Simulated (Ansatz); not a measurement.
This script drives Ansatz 0.2.0, Python API.

The script, `opt_ch6bfo2si.py`:
```python
"""Minimum-energy structure of CH6BFO2Si."""

import itertools

import ansatz as az
from ase import Atoms
from ase.data import atomic_numbers, covalent_radii
import numpy as np

atoms = Atoms(["C", "O", "Si", "B", "O", "F", "H", "H", "H", "H", "H", "H"], positions=[
    [-0.1999, -2.1699, -0.1745],
    [-0.5563, -0.793, -0.5049],
    [0.3415, 0.2465, 0.514],
    [0.0517, 2.105, 0.0948],
    [0.2425, 2.5976, -1.2615],
    [-0.5702, 2.9839, 1.1083],
    [0.8524, -2.3517, -0.3681],
    [-0.8051, -2.7696, -0.855],
    [-0.5268, -2.3521, 0.905],
    [1.8127, 0.0037, 0.3448],
    [0.016, -0.0077, 1.9557],
    [-0.5814, 2.4522, -1.7247],
])
molecule = az.Crystal.molecule_from_ase(atoms)

model = molecule.calculation()
model = model.basis(gaussian="cc-pVDZ")
model = model.functional("b3lyp")
symbols = [site.symbol for site in molecule.cartesian_sites]
start = np.array([site.position_ang for site in molecule.cartesian_sites], dtype=float)
def progress(event):
    if event["event"] == "relax_step":
        row = event["data"]
        print(f"step {row['step']:3d}  E = {row['lagrangian_ev']:.6f} eV  largest force component {row['allowed_force_max_ev_ang']:.4f} eV/A")


summary = model.relax(force_tolerance=0.005).session().plan().execute(on_event=progress).report
end = np.array(summary["positions_ang"])

print("reference energy %16.6f eV" % summary["reference_energy_ev"])
print("total energy     %16.6f eV" % summary["free_energy_ev"])
print("occupied orbitals outside the frozen core (up, down):", summary["n_occupied"], " frozen:", summary["n_frozen"], " virtual:", summary["n_virtual"])

# pairs closer than 1.2 times the sum of covalent radii, before or after
radius = [covalent_radii[atomic_numbers[s]] for s in symbols]
span = lambda where, i, j: np.linalg.norm(where[i] - where[j])
bonded = [(i, j) for i, j in itertools.combinations(range(len(symbols)), 2) if min(span(start, i, j), span(end, i, j)) < 1.2 * (radius[i] + radius[j])]
print("pair        before    after (A)")
for i, j in bonded:
    print(f"{symbols[i]}{i}-{symbols[j]}{j}".ljust(10), f"{span(start, i, j):8.4f} {span(end, i, j):8.4f}")

charges = summary["charge_distribution"]
print("dipole moment", round(4.803205 * float(np.linalg.norm(charges["dipole_moment_e_ang"])), 3), "D")
print("Mulliken:", [(s, round(q, 3)) for s, q in zip(symbols, charges["mulliken_charges_e"])])
with open("ch6bfo2si_opt.xyz", "w") as handle:
    handle.write(f"{len(symbols)}\nrelaxed CH6BFO2Si\n")
    handle.writelines(f"{s:2s} {x:11.6f} {y:11.6f} {z:11.6f}\n" for s, (x, y, z) in zip(symbols, end))
```

It is started by `python opt_ch6bfo2si.py`. Estimate its wall time and peak memory on 1 thread of Arm Neoverse V1, with other jobs on the host.

It took about 3.1 min, with a peak of 0.35 GiB, for 1 run of the engine.

Output of `python opt_ch6bfo2si.py`:
```text
step   1  E = -16502.574877 eV  largest force component 4.0140 eV/A
step   2  E = -16503.013971 eV  largest force component 3.2224 eV/A
step   3  E = -16503.110802 eV  largest force component 2.8452 eV/A
step   4  E = -16503.343632 eV  largest force component 0.9041 eV/A
step   5  E = -16503.423911 eV  largest force component 0.6948 eV/A
step   6  E = -16503.509368 eV  largest force component 1.3774 eV/A
step   7  E = -16503.707754 eV  largest force component 1.1326 eV/A
step   8  E = -16503.859518 eV  largest force component 0.7985 eV/A
step   9  E = -16503.838735 eV  largest force component 2.0105 eV/A
step  10  E = -16503.909042 eV  largest force component 0.4718 eV/A
step  11  E = -16503.938182 eV  largest force component 0.2474 eV/A
step  12  E = -16503.962859 eV  largest force component 0.2741 eV/A
step  13  E = -16503.976112 eV  largest force component 0.5234 eV/A
step  14  E = -16503.986641 eV  largest force component 0.4397 eV/A
step  15  E = -16503.995114 eV  largest force component 0.3445 eV/A
step  16  E = -16503.935657 eV  largest force component 0.8640 eV/A
step  17  E = -16504.001553 eV  largest force component 0.1773 eV/A
step  18  E = -16504.002815 eV  largest force component 0.0256 eV/A
step  19  E = -16504.002953 eV  largest force component 0.0193 eV/A
step  20  E = -16504.003002 eV  largest force component 0.0198 eV/A
step  21  E = -16504.002990 eV  largest force component 0.0233 eV/A
step  22  E = -16504.003032 eV  largest force component 0.0061 eV/A
step  23  E = -16504.003050 eV  largest force component 0.0010 eV/A
step  24  E = -16504.003061 eV  largest force component 0.0044 eV/A
reference energy    -16504.003330 eV
total energy        -16504.003330 eV
occupied orbitals outside the frozen core (up, down): [28, 28]  frozen: 0  virtual: [90, 90]
pair        before    after (A)
C0-O1        1.4602   1.4216
C0-H6        1.0853   1.1060
C0-H7        1.0904   1.1012
C0-H8        1.1425   1.1060
O1-Si2       1.7102   1.7127
Si2-B3       1.9271   2.0289
Si2-H9       1.5007   1.5019
Si2-H10      1.4997   1.5019
B3-O4        1.4555   1.3491
B3-F5        1.4787   1.3420
O4-H11       0.9563   0.9756
dipole moment 2.949 D
Mulliken: [('C', 0.138), ('O', -0.465), ('Si', 0.33), ('B', 0.095), ('O', -0.065), ('F', -0.111), ('H', 0.026), ('H', 0.031), ('H', 0.026), ('H', -0.087), ('H', -0.087), ('H', 0.17)]
```

It writes `ch6bfo2si_opt.xyz`:
```text
12
relaxed CH6BFO2Si
C    -0.214597   -1.972270   -0.431402
O    -0.221211   -0.551039   -0.401324
Si    0.487242    0.382096    0.847920
B     0.016988    2.198791    0.076510
O    -0.657641    2.189958   -1.091749
F     0.317121    3.386872    0.623533
H     0.815639   -2.373824   -0.456778
H    -0.738810   -2.300517   -1.342454
H    -0.735733   -2.400124    0.445286
H     1.952876    0.074105    0.960865
H    -0.140976    0.045496    2.169958
H    -0.803799    1.265357   -1.366465
```

What to keep in mind:
- Total energies depend on the basis set; only differences at equal settings carry meaning.
- The end point is the stationary point reached from this start; no frequency run checks that it is a minimum, and the basis set is modest.
- b3lyp holds the VWN-RPA fit, as in Gaussian; the form of ORCA and Turbomole is b3lyp5.
